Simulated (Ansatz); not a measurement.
# HfB: the cost of one run

Method: DFT PBE, scalar-relativistic, plane waves, PAW, in Ansatz 0.2.0.

3 further runs of the same task are left out: 1 that didn't finish, 2 set aside as unsound or not needed.

## Step 1: Starting point

Symmetry: R-3m, No. 166, trigonal system. The conventional cell has a = 3.422 Å, b = 3.422 Å, c = 8.352 Å, α = 90.00°, β = 90.00°, γ = 120.00°. Hf (site symmetry -3m) is surrounded by 6 B at 2.42 Å. Around B (site symmetry -3m) lie 6 Hf at 2.42 Å.

Coordinates:

```
CELL_PARAMETERS angstrom
3.42231 0.00000 0.00000
-1.71115 2.96380 0.00000
0.00000 0.00000 8.35150
ATOMIC_POSITIONS crystal
Hf 0.00000 0.00000 0.00000
B 0.66667 0.33333 0.16667
Hf 0.33333 0.66667 0.33333
B 0.00000 0.00000 0.50000
Hf 0.66667 0.33333 0.66667
B 0.33333 0.66667 0.83333
```

The cell was made up by rule, so the compound may not exist in this form.

It is the result of an earlier relaxation at this level (volume 14.12 Å³/atom; gap on the mesh: none (metal)).

## Step 2: Next: the stacking ABACB

Close-packed layers are stacked in the order given (letters for the first element, the second between them) and fully relaxed; h and k in a name mark layers with hexagonal and cubic surroundings. Energies count from the base stacking, -7939.0553 eV an atom.

The cell holds 5 Hf, 5 B: a = 3.422 Å, b = 3.422 Å, c = 13.919 Å, α = 90.00°, β = 90.00°, γ = 120.00°.

## Step 3: The relaxation run

File input.yaml:

```yaml
crystal:
  lattice:
    - [3.4223056964, 0.0, 0.0]
    - [-1.7111528482, 2.9638036726, 0.0]
    - [0.0, 0.0, 13.9191714197]
  atoms:
    - { symbol: Hf, position: [0.0, 0.0, 0.0] }
    - { symbol: B, position: [0.6666666667, 0.3333333333, 0.1] }
    - { symbol: Hf, position: [0.3333333333, 0.6666666667, 0.2] }
    - { symbol: B, position: [0.6666666667, 0.3333333333, 0.3] }
    - { symbol: Hf, position: [0.0, 0.0, 0.4] }
    - { symbol: B, position: [0.3333333333, 0.6666666667, 0.5] }
    - { symbol: Hf, position: [0.6666666667, 0.3333333333, 0.6] }
    - { symbol: B, position: [0.0, 0.0, 0.7] }
    - { symbol: Hf, position: [0.3333333333, 0.6666666667, 0.8] }
    - { symbol: B, position: [0.6666666667, 0.3333333333, 0.9] }
basis:
  ecutwfc: 420
kpoints:
  mp_grid: { grid: [12, 12, 3] }
hamiltonian:
  xc: pbe
scf:
  occupations: { method: gaussian, width: 0.1 }
output:
  forces: true
  stress: true
  eigenvalues: true
  populations: true
  write_density: true
  write_potential: true
  elf: true
  volumetric_format: npy
relax:
  adjacent_minimum: "off"
  f_tol: 0.01
  max_steps: 45
  cell: { stress_tol: 0.05 }
```

Command:

```sh
> ansatz run input.yaml --threads 1 --pin off --max-ram 2560MiB --backend cpu --events-out ev --progress --plain --runs-dir out
```

**Question.** How long does this run take on 1 thread of Arm Neoverse V1, shared host, and how much memory does it need?

About 5.8 min, with a peak of 0.7 GiB.
